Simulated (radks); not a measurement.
# Valence configurations of Hg²⁺

One table from this session's results is given with a row withheld; the runs are named, their logs left out.

Program: radks (a radial shooting solver on a logarithmic mesh, Libxc functionals) version 1. Level of theory: non-relativistic Kohn-Sham, PBE, spin-unpolarised, spherical densities, point nucleus. These are calculated values, not measurements, unless marked.

### The atom as given

- element: mercury (Z = 80)
- charge: +2
- electrons: 78
- configuration: [Xe] 4f14 5d10
- others tried: 4f14 5d9 6p1; 4f13.5 5d9 6s0.5 6p1; 4f13 5d10 6s1; 4f14 5d8 6s2; 4f13.5 5d9 6s1.5; 4f14 5d9 6s1; 4f14 5d9.5 6s0.5; 4f14 5d8 6p2; 4f12 5d10 6s2

The outer shells:

Hg²⁺
```
[Xe] core
4f [↑↓][↑↓][↑↓][↑↓][↑↓][↑↓][↑↓]
5d [↑↓][↑↓][↑↓][↑↓][↑↓]
```

Set-up of the first run:

The run's settings:

```text
Z 80
configuration [Xe] 4f14 5d10
relativity non-relativistic
functional pbe,pbe
spin unpolarised
nucleus point
```

Among the steps run: [Xe] 4f14 5d10.

One of the session's tables, all rows but one given; the rest of the session is left out.

It belongs to the step «[Xe] 4f14 5d10». Sizes of the orbitals, from the radial functions (bohr):

| level | <r> | outermost maximum (interpolated) | 90 % within | nodes |
| --- | --- | --- | --- | --- |
| 3d | 0.1669 | 0.138 | 0.258 | 0 |
| 4s | 0.4411 | 0.415 | 0.630 | 3 |
| 4p | 0.4447 | 0.414 | 0.643 | 2 |
| 4d | 0.4515 | 0.406 | 0.671 | 1 |
| 4f | 0.4714 | 0.362 | 0.750 | 0 |
| 5s | ? | ? | ? | ? |
| 5p | 1.084 | 0.968 | 1.57 | 3 |
| 5d | 1.421 | 1.15 | 2.17 | 2 |

Q: Estimate the row for 5s from the others.

**Answer.** <r>: 1.001; outermost maximum (interpolated): 0.915; 90 % within: 1.43; nodes: 4. In the column «<r>» it lies between 4f (0.4714) and 5p (1.084).

Limits of these values: Relativity is left out, which favours d and f over s occupation in heavy atoms.
